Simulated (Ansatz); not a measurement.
# MoW3: the cost of one run

Program: Ansatz 0.2.0. Level of theory: DFT PBE, scalar-relativistic, plane waves, PAW. These are calculated values, not measurements.

1 further run of the same task is left out (it didn't finish).

**1. The system as given**

The structure is tetragonal, space group P4/mmm (No. 123). The conventional cell has a = 4.625 Å, b = 4.625 Å, c = 3.271 Å, α = 90.00°, β = 90.00°, γ = 90.00°. Mo (site symmetry 4/mmm) is surrounded by 8 W at 2.83 Å. Around W (site symmetry mmm) lie 4 Mo at 2.83 Å and 4 W at 2.83 Å. W (site symmetry 4/mmm) has 8 W at 2.83 Å in its first shell of neighbours.

Structure file:

```
CELL_PARAMETERS angstrom
4.62544 0.00000 0.00000
0.00000 4.62544 0.00000
0.00000 0.00000 3.27068
ATOMIC_POSITIONS crystal
Mo 0.50000 0.50000 0.50000
W 0.00000 0.50000 0.00000
W 0.00000 0.00000 0.50000
W 0.50000 0.00000 0.00000
```

The start is an ordering of an alloy on its end members' structure types: elements ordered on the sites of the Pd type, Mo/W on Pd (P4/mmm, No. 123).

**2. Probe: one point on a coarse mesh**

File input.yaml:

```yaml
crystal:
  lattice:
    - [4.62543648, 0.0, 0.0]
    - [0.0, 4.62543648, 0.0]
    - [0.0, 0.0, 3.2706775]
  atoms:
    - { symbol: Mo, position: [0.5, 0.5, 0.5] }
    - { symbol: W, position: [0.0, 0.5, 0.0] }
    - { symbol: W, position: [0.0, 0.0, 0.5] }
    - { symbol: W, position: [0.5, 0.0, 0.0] }
basis:
  ecutwfc: 420
kpoints:
  mp_grid: { grid: [4, 4, 6] }
hamiltonian:
  xc: pbe
scf:
  occupations: { method: gaussian, width: 0.1 }
  lower_state_search: "off"
output:
  forces: true
  stress: true
  eigenvalues: true
```

Command:

```
$ ansatz run input.yaml --threads 1 --pin off --max-ram 2560MiB --backend cpu --events-out ev --progress --plain --runs-dir out
```

What time and memory should one allow on 1 thread of Intel Xeon at 2.50GHz (Skylake/Cascade Lake), shared host?

About 7.1 s, with a peak of 0.38 GiB.
